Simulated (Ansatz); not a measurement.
# CH₃BO₂ (SMILES BC(=O)O): single points off equilibrium

Aim: energy, forces and dipole at a structure displaced at random from a GFN2-xTB minimum, from CCSD(T) and from density functionals.

The runs use Ansatz 0.2.0, Gaussian basis; single points in def2-TZVPP.

Correlated methods freeze the cores.

**1. The starting structure**

7 atoms, charge 0, spin multiplicity 1.

Atoms are counted from 1 here; the program's logs count them from 0.

Bond lengths: B1–C2 1.506 Å, B1–H5 1.100 Å, B1–H6 1.246 Å, C2–O3 1.185 Å, C2–O4 1.432 Å, O4–H7 1.104 Å. Angles: C2–B1–H5 122.9°, C2–B1–H6 126.8°, H5–B1–H6 108.1°, B1–C2–O3 126.8°, B1–C2–O4 113.9°, O3–C2–O4 119.0°, C2–O4–H7 108.8°.

Coordinates:

| atom | x (Å) | y (Å) | z (Å) |
| --- | --- | --- | --- |
| B1 | -0.6052 | 0.9093 | -0.1113 |
| C2 | 0.1480 | -0.3904 | -0.2134 |
| O3 | 0.3395 | -1.0236 | -1.1966 |
| O4 | 0.7973 | -0.7824 | 1.0007 |
| H5 | -1.7019 | 0.9607 | -0.0474 |
| H6 | -0.1806 | 2.0429 | -0.4049 |
| H7 | 1.2733 | -1.7672 | 0.8476 |

**2. CCSD(T)/def2-TZVPP**

Input file run/in.yaml:

```yaml
crystal:
  periodic: [false, false, false]
  atoms:
    - {symbol: B, position_ang: [-0.605200, 0.909300, -0.111300]}
    - {symbol: C, position_ang: [0.148000, -0.390400, -0.213400]}
    - {symbol: O, position_ang: [0.339500, -1.023600, -1.196600]}
    - {symbol: O, position_ang: [0.797300, -0.782400, 1.000700]}
    - {symbol: H, position_ang: [-1.701900, 0.960700, -0.047400]}
    - {symbol: H, position_ang: [-0.180600, 2.042900, -0.404900]}
    - {symbol: H, position_ang: [1.273300, -1.767200, 0.847600]}
basis:
  gaussian: {orbitals: def2-TZVPP}
correlation: {method: ccsd_t}
output: {forces: true}
```

The command line of these runs was not kept.

**3. PBE0-D4/def2-TZVPP**

run/in.yaml, as its differences from that of step 2:

```diff
@@ -12,3 +12,3 @@
   gaussian: {orbitals: def2-TZVPP}
-correlation: {method: ccsd_t}
-output: {forces: true}
+hamiltonian: {xc: pbe0, dispersion: d4}
+output: {forces: true, orbitals: {seedname: orbitals}}
```

**4. wB97M-V/def2-TZVPP**

run/in.yaml, as its differences from that of step 3:

```diff
@@ -12,3 +12,3 @@
   gaussian: {orbitals: def2-TZVPP}
-hamiltonian: {xc: pbe0, dispersion: d4}
-output: {forces: true, orbitals: {seedname: orbitals}}
+hamiltonian: {xc: {name: wB97M-V}}
+output: {forces: true}
```

**5. r2SCAN-D4/def2-TZVPP**

run/in.yaml, as its differences from that of step 4:

```diff
@@ -12,3 +12,3 @@
   gaussian: {orbitals: def2-TZVPP}
-hamiltonian: {xc: {name: wB97M-V}}
+hamiltonian: {xc: r2scan, dispersion: d4}
 output: {forces: true}
```

**6. PBE-D4/def2-TZVPP**

run/in.yaml, as its differences from that of step 5:

```diff
@@ -12,3 +12,3 @@
   gaussian: {orbitals: def2-TZVPP}
-hamiltonian: {xc: r2scan, dispersion: d4}
+hamiltonian: {xc: pbe, dispersion: d4}
 output: {forces: true}
```

**7. HSE06-D4/def2-TZVPP**

run/in.yaml, as its differences from that of step 6:

```diff
@@ -12,3 +12,3 @@
   gaussian: {orbitals: def2-TZVPP}
-hamiltonian: {xc: pbe, dispersion: d4}
+hamiltonian: {xc: hse06, dispersion: d4}
 output: {forces: true}
```

**8. r2SCAN0-D4/def2-TZVPP**

run/in.yaml, as its differences from that of step 7:

```diff
@@ -12,3 +12,3 @@
   gaussian: {orbitals: def2-TZVPP}
-hamiltonian: {xc: hse06, dispersion: d4}
+hamiltonian: {xc: {name: r2SCAN0}, dispersion: d4}
 output: {forces: true}
```

(Steps that only read results are left out.)

Before running it: what results should come out? Wanted: energy less free atoms, CCSD(T)/def2-TZVPP; RMS force component; RMS force error; HOMO and LUMO, PBE0-D4; T1 diagnostic.

As calculated:

| quantity | value |
| --- | --- |
| energy less free atoms, CCSD(T)/def2-TZVPP | -2639.8 kJ/mol |
| RMS force component | 1.826 to 1.951 eV/Å over the methods |
| RMS force error | PBE0-D4 0.230, wB97M-V 0.197, r2SCAN-D4 0.190, PBE-D4 0.369, HSE06-D4 0.224, r2SCAN0-D4 0.355 eV/Å |
| HOMO and LUMO, PBE0-D4 | -8.40 and -2.41 eV |
| T1 diagnostic | 0.019 |

Against CCSD(T) the functionals' energies less atoms differ by -208.1 to -28.0 kJ/mol, PBE-D4 by -208.1 kJ/mol. CCSD(T) in triple zeta still lacks some correlation energy of the bonds, so part of these gaps is its own basis error and they don't rank the functionals. For forces r2SCAN-D4 does best and PBE-D4 worst. Frozen-core CCSD(T) forces in triple zeta carry basis errors of their own, and this is one geometry, so small gaps rank nothing.
